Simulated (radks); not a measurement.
**Dipole-allowed lines with 12 electrons: V¹¹⁺, Cr¹²⁺, Mn¹³⁺, Fe¹⁴⁺, Co¹⁵⁺, Ni¹⁶⁺**

The task here is to estimate one member of a computed series from the others.

Method: non-relativistic Kohn-Sham, LDA (Slater exchange, Perdew-Wang correlation), spin-unpolarised, spherical densities, point nucleus. Code: radks (a radial shooting solver on a logarithmic mesh, Libxc functionals) version 1.

### What is computed

| Quantity | Value |
| --- | --- |
| species | V¹¹⁺ ([Ne] 3s2), Cr¹²⁺ ([Ne] 3s2), Mn¹³⁺ ([Ne] 3s2), Fe¹⁴⁺ ([Ne] 3s2), Co¹⁵⁺ ([Ne] 3s2), Ni¹⁶⁺ ([Ne] 3s2) |

The first run:

Input:

```text
Z 23
configuration [Ne] 3s2 3p0 4s0 3d0 4f0
relativity non-relativistic
functional lda,pw
spin unpolarised
nucleus point
response adiabatic LDA kernel, real frequencies
```

Run with:

```sh
python run_ks.py task.json out
```

This one command runs every case of the session in turn.

Among the steps run: V¹¹⁺, [Ne] 3s2; Cr¹²⁺, [Ne] 3s2; Mn¹³⁺, [Ne] 3s2; Fe¹⁴⁺, [Ne] 3s2; Co¹⁵⁺, [Ne] 3s2; Ni¹⁶⁺, [Ne] 3s2.

One table of the session follows, with a row left open; its other results are not shown here.

```
species  −ε(HOMO) (eV)  first line (eV)  strongest line (eV)  static α (bohr³)
   V¹¹⁺         294.33           33.724               33.724            0.5679
  Cr¹²⁺         339.20           36.240               36.240            0.4667
  Mn¹³⁺         387.11           38.751               38.751            0.3883
  Fe¹⁴⁺              ?                ?                    ?                 ?
  Co¹⁵⁺         492.03           43.761               43.761            0.2775
  Ni¹⁶⁺         549.05           46.261               46.261            0.2377
```

Q: Estimate the row for Fe¹⁴⁺ from the others.

**Answer.** −ε(HOMO) (eV): 438.05; first line (eV): 41.258; strongest line (eV): 41.258; static α (bohr³): 0.3267. In the column «−ε(HOMO) (eV)» it lies between Mn¹³⁺ (387.11) and Co¹⁵⁺ (492.03).

In V¹¹⁺ the response moves the first line 7.143 eV above the bare orbital gap, and the lines found carry 98 % of the static polarisability. Very weak lines can be missed, and lines above minus the highest eigenvalue dissolve into this model's continuum.
